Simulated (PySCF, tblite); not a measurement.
# C7H9O radical: geometry, infrared bands and EPR parameters

What infrared bands and EPR parameters should C7H9O radical (`[CH2][C@]12C[C@H](C1)[C@@H]2C=O`) show?

Programs: tblite 0.8.0 and PySCF 2.14.0, with density-fitted response routines of our own. Each step states its level of theory. These are calculated values for one molecule in the gas phase, unless marked as measured. Atoms are numbered from 0 throughout.

## Step 1: The starting structure

17 atoms, charge 0, multiplicity 2; geometry from: force field or distance geometry start.

Bonds of the start (Å): C0–C1 1.42, C1–C2 1.54, C2–C3 1.56, C3–C4 1.58, C3–C5 1.57, C5–C6 1.54, C6–O7 1.23, C4–C1 1.56, C5–C1 1.56, C0–H8 1.09, C0–H9 1.08, C2–H10 1.11, C2–H11 1.09, C3–H12 1.08, C4–H13 1.09, C4–H14 1.10, C5–H15 1.09, C6–H16 1.11.

## Step 2: Optimising the geometry with GFN2-xTB

What the job is given:

```
{"job": {"kind": "relax", "xc": "GFN2-xTB", "basis": "xTB"}, "charge": 0, "multiplicity": 2}
C     -0.213800     2.027600     0.231500
C     -0.274000     0.639800    -0.085900
C     -0.831600    -0.014600    -1.365300
C     -0.356000    -1.237300    -0.525100
C     -1.026900    -0.484500     0.692800
C      0.914300    -0.356200    -0.224900
C      1.812300    -0.690800     0.985400
O      2.441000    -1.737700     1.162500
H     -0.748100     2.429200     1.089500
H      0.301800     2.724700    -0.406200
H     -1.921800     0.072700    -1.545500
H     -0.315100     0.177000    -2.306600
H     -0.413200    -2.289700    -0.763000
H     -0.680900    -0.739900     1.690500
H     -2.124000    -0.429000     0.690800
H      1.556700    -0.181200    -1.088400
H      1.872200     0.101800     1.757700
```

On the command line:

```bash
OMP_NUM_THREADS=1 python probes_run.py task.json out
```

The driver reads the jobs from task.json and runs them one after another.

Log:

```text
step      E/eV     max force
  0    -638.57367    2.763
  1    -638.66986    3.058
  2    -638.72618    0.737
  3    -638.74315    0.478
  4    -638.75789    0.289
  5    -638.76502    0.252
  6    -638.77082    0.211
  7    -638.77353    0.103
  8    -638.77489    0.070
  9    -638.77571    0.070
 10    -638.77638    0.058
 11    -638.77688    0.049
 12    -638.77733    0.053
 13    -638.77777    0.048
 14    -638.77819    0.042
 15    -638.77851    0.039
 16    -638.77878    0.043
 17    -638.77905    0.047
 18    -638.77934    0.038
 19    -638.77960    0.037
 20    -638.77980    0.035
 21    -638.77998    0.038
 22    -638.78020    0.039
 23    -638.78047    0.040
 24    -638.78073    0.035
 25    -638.78091    0.032
 26    -638.78105    0.028
 27    -638.78117    0.026
 28    -638.78129    0.031
 29    -638.78143    0.033
 30    -638.78157    0.032
 31    -638.78173    0.029
 32    -638.78189    0.031
 33    -638.78205    0.043
 34    -638.78226    0.056
 35    -638.78257    0.062
 36    -638.78299    0.059
 37    -638.78346    0.053
 38    -638.78390    0.050
 39    -638.78433    0.062
 40    -638.78491    0.079
 41    -638.78584    0.180
 42    -638.78754    0.206
 43    -638.78900    0.329
 44    -638.79415    0.196
 45    -638.79610    0.151
 46    -638.80239    0.205
 47    -638.80550    0.260
 48    -638.77020    1.856
 49    -638.80885    0.099
 50    -638.81052    0.091
 51    -638.81107    1.017
 52    -638.81742    0.114
 53    -638.81957    0.163
 54    -638.82191    0.721
 55    -638.82576    0.227
 56    -638.82815    0.162
 57    -638.83529    0.486
 58    -638.83902    0.169
 59    -638.84229    0.200
 60    -638.84567    0.398
 61    -638.85067    0.204
 62    -638.85791    0.310
 63    -638.86549    0.161
 64    -638.86679    0.441
 65    -638.86882    0.180
 66    -638.87076    0.165
 67    -638.87149    0.085
 68    -638.87230    0.147
 69    -638.87320    0.139
 70    -638.87400    0.120
 71    -638.87527    0.115
 72    -638.87671    0.112
 73    -638.87835    0.093
 74    -638.88019    0.104
 75    -638.88256    0.122
 76    -638.88530    0.115
 77    -638.88752    0.200
 78    -638.88753    0.416
 79    -638.89090    0.090
 80    -638.89215    0.084
 81    -638.89505    0.090
 82    -638.89618    0.082
 83    -638.89818    0.078
 84    -638.89909    0.091
 85    -638.90015    0.094
 86    -638.90120    0.101
 87    -638.90232    0.082
 88    -638.90301    0.132
 89    -638.90433    0.092
 90    -638.90564    0.106
 91    -638.90675    0.127
 92    -638.90823    0.091
 93    -638.90979    0.100
 94    -638.91116    0.073
 95    -638.91174    0.060
 96    -638.91195    0.094
 97    -638.91218    0.034
 98    -638.91244    0.035
 99    -638.91265    0.039
100    -638.91286    0.044
101    -638.91303    0.047
102    -638.91311    0.048
103    -638.91316    0.044
104    -638.91321    0.038
105    -638.91331    0.030
106    -638.91346    0.053
107    -638.91368    0.063
108    -638.91389    0.049
109    -638.91404    0.022
110    -638.91416    0.029
111    -638.91428    0.033
112    -638.91439    0.028
113    -638.91446    0.014
114    -638.91449    0.011
115    -638.91450    0.009
```

It took 0.72 s on 1 thread of Arm Neoverse V1, shared host.

Along the way: (not every step is listed) (the energy doesn't fall at every step)

```tsv
step	energy from step 0 (eV)	largest force (eV/Å)
0	0.0000	2.7630
1	-0.0962	3.0578
2	-0.1525	0.7368
3	-0.1695	0.4784
4	-0.1842	0.2885
5	-0.1914	0.2519
6	-0.1971	0.2106
7	-0.1999	0.1026
8	-0.2012	0.0698
18	-0.2057	0.0384
28	-0.2076	0.0306
38	-0.2102	0.0505
48	-0.1965	1.8556
58	-0.2654	0.1687
68	-0.2986	0.1470
78	-0.3139	0.4162
88	-0.3293	0.1317
98	-0.3388	0.0349
108	-0.3402	0.0490
110	-0.3405	0.0295
111	-0.3406	0.0332
112	-0.3407	0.0281
113	-0.3408	0.0139
114	-0.3408	0.0112
115	-0.3408	0.0095
```

Distances of close pairs at the start and the end, largest changes first:

```tsv
bond	before (Å)	after (Å)	change (Å)
C1–C5	1.557	1.665	+0.108
C5–C6	1.544	1.470	-0.074
C3–C4	1.581	1.536	-0.045
C3–C5	1.575	1.534	-0.041
C6–O7	1.234	1.208	-0.026
C2–C3	1.558	1.535	-0.023
C1–C4	1.561	1.539	-0.022
C2–H10	1.108	1.088	-0.021
```

The end geometry stands in the next job.

## Step 3: Infrared spectrum with GFN2-xTB

What the job is given:

```
{"job": {"kind": "ir", "xc": "GFN2-xTB", "basis": "xTB"}, "charge": 0, "multiplicity": 2}
C     -0.305417     1.982679     0.323555
C     -0.382272     0.626962    -0.056556
C     -0.814313    -0.008116    -1.393663
C     -0.308004    -1.192413    -0.558753
C     -1.031609    -0.576699     0.648690
C      0.942014    -0.368691    -0.223166
C      1.765052    -0.619454     0.968797
O      1.517653    -1.371587     1.880997
H     -0.333871     2.259933     1.361429
H     -0.091606     2.745920    -0.402388
H     -1.884194     0.029292    -1.586904
H     -0.250510     0.253084    -2.286920
H     -0.296639    -2.237076    -0.847537
H     -0.670878    -0.846673     1.634692
H     -2.119105    -0.590686     0.614992
H      1.560712    -0.059461    -1.065171
H      2.695987    -0.014983     0.977997
```

Log:

```text
mode    cm-1     km/mol
  1      93.7      7.22
  2     187.0      1.56
  3     221.6      1.78
  4     240.4      3.63
  5     301.4      0.90
  6     317.8      0.16
  7     436.0      1.63
  8     484.2     13.71
  9     564.2      1.82
 10     655.0     78.19
 11     674.1      3.95
 12     751.9     37.08
 13     848.5      1.10
 14     874.5      0.66
 15     896.7      0.86
 16     941.6      4.28
 17     953.0      2.02
 18     969.9     24.95
 19     998.1      3.74
 20    1015.0      3.15
 21    1029.9      1.22
 22    1042.3      0.90
 23    1090.3      1.86
 24    1121.3      6.28
 25    1137.7     11.57
 26    1163.8      0.18
 27    1195.8      1.30
 28    1203.9     15.86
 29    1223.5      8.17
 30    1342.9     29.12
 31    1359.2      2.53
 32    1390.2     13.52
 33    1423.3      6.25
 34    1489.7      1.32
 35    1518.7      4.11
 36    1724.8    447.17
 37    2734.3    153.18
 38    2971.9     36.28
 39    2999.2     28.28
 40    3005.2     54.23
 41    3008.6     69.50
 42    3026.8     72.93
 43    3061.3     12.71
 44    3113.6      8.14
 45    3154.0     21.47
```

It took 0.51 s on 1 thread of Arm Neoverse V1, shared host.

The strongest bands and the atoms that carry them (share of the mass-weighted mode):

```tsv
cm⁻¹	km/mol	atoms
655	78.2	H8 27 %, C0 26 %, H9 25 %, C1 12 %
752	37.1	C6 27 %, C0 14 %, C5 11 %
1725	447.2	C6 60 %, O7 37 %
2734	153.2	H16 94 %
2972	36.3	H15 92 %
3005	54.2	H14 58 %, H11 28 %
3009	69.5	H10 67 %, H14 19 %
3027	72.9	H12 90 %
```

## Step 4: g tensor and hyperfine couplings: B3LYP/pcH-1

Same as in step 3 but for these lines:

```diff
@@ -1,2 +1,2 @@
-{"job": {"kind": "ir", "xc": "GFN2-xTB", "basis": "xTB"}, "charge": 0, "multiplicity": 2}
+{"job": {"kind": "epr", "basis": "pcH-1"}, "charge": 0, "multiplicity": 2}
 C     -0.305417     1.982679     0.323555
```

Level: UKS B3LYP, pcH-1 on C H O, non-relativistic, mean-field spin-orbit, GIAO.

Log:

```text
UKS, coarse grid
  cycle   1  E = -347.10286336  |g| = 5.99e-01
  cycle   2  E = -346.33976248  |g| = 1.45e+00
  cycle   3  E = -347.23089442  |g| = 1.88e-01
  cycle   4  E = -347.24691004  |g| = 8.81e-02
  cycle   5  E = -347.25046943  |g| = 2.79e-02
  cycle   6  E = -347.25080890  |g| = 8.98e-03
  cycle   7  E = -347.25085669  |g| = 2.16e-03
  cycle   8  E = -347.25086070  |g| = 1.33e-03
  cycle   9  E = -347.25086111  |g| = 4.22e-04
UKS, final grid
  cycle   1  E = -347.25084988  |g| = 6.13e-04
  cycle   2  E = -347.25084956  |g| = 1.10e-03
  cycle   3  E = -347.25085006  |g| = 1.66e-04
  cycle   4  E = -347.25085008  |g| = 4.50e-05
  cycle   5  E = -347.25085008  |g| = 3.32e-05
  cycle   6  E = -347.25085008  |g| = 9.69e-06
E = -347.25085008 Eh   <S^2> = 0.7559 (exact 0.7500)
g shifts (ppm)      1          2          3
  rmc          -150       -150       -150
  gc             11         31         30
  oz_so         193        470        563
  total          55        352        444
hyperfine (MHz)  atom isotope    a_iso     a_fc   dipolar eigenvalues
    0   13C      77.99      77.99    -74.93    -73.73    148.66
    1   13C     -41.27     -41.27     -8.00      0.59      7.41
    2   13C      20.78      20.78     -2.69     -2.28      4.97
    3   13C      -8.07      -8.07     -0.84     -0.12      0.97
    4   13C      16.20      16.20     -2.27     -1.87      4.14
    5   13C      79.21      79.21    -15.21    -15.05     30.27
    6   13C      -6.11      -6.11     -1.69      0.07      1.62
    7   17O      -2.77      -2.77    -12.29      5.48      6.81
    8    1H     -57.76     -57.76    -35.63     -0.49     36.12
    9    1H     -57.64     -57.64    -35.64     -0.50     36.13
   10    1H      -1.98      -1.98     -2.93     -1.39      4.31
   11    1H      -1.91      -1.91     -2.16     -1.88      4.03
   12    1H      -2.60      -2.60     -1.62     -0.62      2.23
   13    1H      -1.82      -1.82     -2.08     -1.49      3.57
   14    1H      -2.21      -2.21     -2.74     -1.40      4.13
   15    1H     -11.80     -11.80     -8.13     -1.20      9.32
   16    1H       0.56       0.56     -2.13     -1.43      3.55
```

Run time: 96 s. Hardware: 1 thread of Arm Neoverse V1, shared host; peak memory 1.1 GiB.

Principal g values 2.00237, 2.00267, 2.00276; g(iso) = 2.00260, against 2.00232 for a free electron.

Mean a(iso) over the nuclei that a row names, and the largest dipolar term of the row (other rows stand at the frozen geometry):

```tsv
nuclei	isotope	a(iso) (MHz)	a(iso) (G, at g = 2.0023)	largest dipolar term (MHz)
C5	13C	79.2	28.3	30.3
C0	13C	78.0	27.8	148.7
H8, H9	1H	-57.7	-20.6	36.1
C1	13C	-41.3	-14.7	-8.0
C2	13C	20.8	7.4	5.0
C4	13C	16.2	5.8	4.1
H15	1H	-11.8	-4.2	9.3
C3	13C	-8.1	-2.9	1.0
C6	13C	-6.1	-2.2	-1.7
O7	17O	-2.8	-1.0	-12.3
H12	1H	-2.6	-0.9	2.2
H14	1H	-2.2	-0.8	4.1
H10	1H	-2.0	-0.7	4.3
H11	1H	-1.9	-0.7	4.0
```

Mulliken spin populations:

C0 1.00; C1 -0.13; C2 0.02; C3 0.00; C4 0.02; C5 0.16; C6 -0.01; O7 0.04; H8 -0.04; H9 -0.04; H10 0.00; H11 0.00; H12 0.00; H13 0.00; H14 0.00; H15 -0.01; H16 0.00

In first order the couplings over 0.8 MHz of 1H give 192 distinct lines over 49.2 G, if the averaged nuclei exchange fast.

Orbitals, density, ELF and potential are computed afterwards from the orbital file.

ELF in a plane through or near 5 of the atoms.

Values, 10 rows by 14 columns:
```
0.00 0.00 0.00 0.00 0.00 0.00 0.00 0.00 0.00 0.00 0.00 0.00 0.00 0.00
0.00 0.00 0.00 0.00 0.01 0.03 0.02 0.01 0.00 0.00 0.00 0.00 0.00 0.00
0.00 0.00 0.00 0.04 0.67 0.96 0.64 0.39 0.10 0.00 0.00 0.00 0.00 0.00
0.00 0.00 0.00 0.05 0.42 0.82 0.40 0.62 0.02 0.06 0.51 0.17 0.00 0.00
0.00 0.00 0.00 0.01 0.04 0.50 0.36 0.65 0.32 0.50 0.78 0.07 0.00 0.00
0.00 0.00 0.18 0.88 0.86 0.73 0.47 0.48 0.66 0.48 0.64 0.38 0.13 0.00
0.00 0.00 0.32 0.98 0.97 0.61 0.52 0.28 0.30 0.03 0.27 0.23 0.04 0.00
0.00 0.00 0.00 0.06 0.04 0.06 0.87 1.00 0.74 0.01 0.00 0.00 0.00 0.00
0.00 0.00 0.00 0.00 0.00 0.01 0.63 0.96 0.49 0.00 0.00 0.00 0.00 0.00
0.00 0.00 0.00 0.00 0.00 0.00 0.00 0.00 0.00 0.00 0.00 0.00 0.00 0.00
```
The map spans 10.5 Å across and 10.0 Å up, centred on the molecule. Atoms in the plane (x, y in Å): C1 (-0.5, 0.5), C3 (-0.1, -1.3), C6 (2.1, 0.1), H10 (-2.3, -0.9), H12 (0.1, -2.4).

log10 of the density (e/Å³) in the same plane.

Ten even steps from '0' (-4.0) to '9' (1.8):
```
0000000000000000000000000000
0000000001111100000000000000
0000000112222221000000000000
0000001234444332210000000000
0000012345665543321111000000
0000012346776654322222110000
0000012345677654333443321000
0000012345667654444554432100
0000112345667665556665432100
0001234456677766667876543200
0001234566776666667776543210
0001345777776776666666543200
0001235566667986544444432100
0001234445556776543333321000
0000112333445676442221100000
0000001122345565432100000000
0000000001223443321000000000
0000000000011222110000000000
0000000000000000000000000000
0000000000000000000000000000
```
The map spans 10.5 Å across and 10.0 Å up, centred on the molecule. Atoms in the plane (x, y in Å): C1 (-0.5, 0.5), C3 (-0.1, -1.3), C6 (2.1, 0.1), H10 (-2.3, -0.9), H12 (0.1, -2.4).

On the surface of density 0.002 e/bohr³ the electrostatic potential runs, from the 1st to the 99th percentile, from -1.64 V near O7 to 0.93 V near H9.

The spin density lies nearest to C0 56 %; C5 11 %; H8, H9 about 9 % each.

## Step 5: Summary of results

| quantity | value |
| --- | --- |
| strongest single infrared mode (GFN2-xTB) | 1725 cm⁻¹, 447 km/mol |
| zero-point energy (GFN2-xTB) | 85.7 kcal/mol |
| g(iso) (B3LYP) | 2.00260 |
| ⟨S²⟩ | 0.756 (exact 0.75) |
| largest a(iso) (averaged by class) | 13C on C5, 79.2 MHz |
| surface potential, 1st and 99th percentile | -1.64 V and 0.93 V |

**Reading.** The optimisation took 115 steps and gained 0.341 eV; among the close pairs (by a distance rule), C1–C5 changed most, from 1.557 to 1.665 Å. All 45 modes are real, so the xTB geometry is a minimum. The strongest single mode, at 1725 cm⁻¹, moves mainly C6 and O7. GFN2-xTB is a fitted tight-binding method: band positions and strengths are rough. Its intensities can rank the bands wrongly. C0 carries the largest spin population, 1.00 e. The isotropic g lies 0.3 ppt above the free-electron value.
